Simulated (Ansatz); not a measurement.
# WC: the cost of one run

Computed with Ansatz 0.2.0 (DFT PBE, scalar-relativistic, plane waves, PAW, unless a step's input says otherwise).

2 further runs of the same task are left out: 2 set aside as unsound or not needed.

### 1 The system as given

The structure is hexagonal, space group P-6m2 (No. 187). The conventional cell has a = 2.922 Å, b = 2.922 Å, c = 2.847 Å, α = 90.00°, β = 90.00°, γ = 120.00°. W (site symmetry -6m2) is surrounded by 6 C at 2.21 Å. C (site symmetry -6m2) is surrounded by 6 W at 2.21 Å.

Structure file:

```cif
data_structure
_symmetry_space_group_name_H-M 'P-6m2'
_symmetry_Int_Tables_number 187
_cell_length_a 2.9218
_cell_length_b 2.9218
_cell_length_c 2.8471
_cell_angle_alpha 90.000
_cell_angle_beta 90.000
_cell_angle_gamma 120.000
_cell_volume 21.05
loop_
_atom_site_label
_atom_site_type_symbol
_atom_site_symmetry_multiplicity
_atom_site_Wyckoff_symbol
_atom_site_fract_x
_atom_site_fract_y
_atom_site_fract_z
_atom_site_occupancy
W1 W 1 a 0.00000 0.00000 0.00000 1
C1 C 1 f 0.66667 0.33333 0.50000 1
```

This cell was relaxed beforehand with the same method: volume 10.52 Å³/atom, gap on the mesh none (metal).

### 2 The bulk in the cell of the plane

input.yaml

```yaml
crystal:
  lattice:
    - [2.8470769656, 0.0, 0.0]
    - [0.0, 2.9217712143, 0.0]
    - [0.0, -1.4608856071, 2.5303280956]
  atoms:
    - { symbol: W, position: [0.0, 0.0, 0.0] }
    - { symbol: C, position: [0.5, 0.3333333333, 0.6666666667] }
basis:
  ecutwfc: 420
kpoints:
  mp_grid: { grid: [12, 12, 14] }
hamiltonian:
  xc: pbe
scf:
  occupations: { method: gaussian, width: 0.1 }
output:
  forces: true
  stress: true
  eigenvalues: true
```

Launch:

```console
> ansatz run input.yaml --threads 2 --pin off --max-ram 5120MiB --backend cpu --events-out ev --progress --plain --runs-dir out
```

What time and memory should one allow on 2 threads of Intel Xeon Platinum 8259CL at 2.50GHz (Skylake/Cascade Lake), shared host?

About 10 s, with a peak of 0.55 GiB.
